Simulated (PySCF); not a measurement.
# C4H5O3PS: the cost of one run

Computed with PySCF 2.14.0 and routines of our own; the level stands in each step. Atoms count from 0.

### 1 The system as given

14 atoms, charge 0, multiplicity 1; geometry from: GFN2-xTB.

### 2 Vibronic structure: TDA PBE/def2-SVP

Job settings and geometry (Å):

```
{"job": {"kind": "vib", "xc": "PBE", "basis": "def2-SVP", "tda": true}, "charge": 0, "multiplicity": 1}
O     -1.778995    -1.730848     0.891215
P     -1.386058    -0.429399     0.342293
O     -1.790440     0.807875     1.281326
O     -2.123781    -0.088284    -1.044949
C      0.351300    -0.149062    -0.006467
C      0.921809     1.097814    -0.357078
C      2.256294     1.004105    -0.570110
S      2.836947    -0.602091    -0.349200
C      1.264314    -1.155618     0.035480
H     -2.250693     0.476915     2.052445
H     -2.678762    -0.827910    -1.291826
H      0.347619     2.001807    -0.438413
H      2.945510     1.777555    -0.845021
H      1.084257    -2.183331     0.278140
```

With the program's defaults for keys left out, this is: TDA PBE/def2-SVP vertical-gradient vibronic structure (displaced harmonic oscillators, Condon), gas phase.

Launch:

```bash
OMP_NUM_THREADS=1 python excited_run.py task.json out
```

One launch serves the whole session: the jobs run in the order shown.

**Question.** How long does this job take on 1 thread of Arm Neoverse V1, shared host, and how much memory does it need?

About 51 s, with a peak of 0.91 GiB.
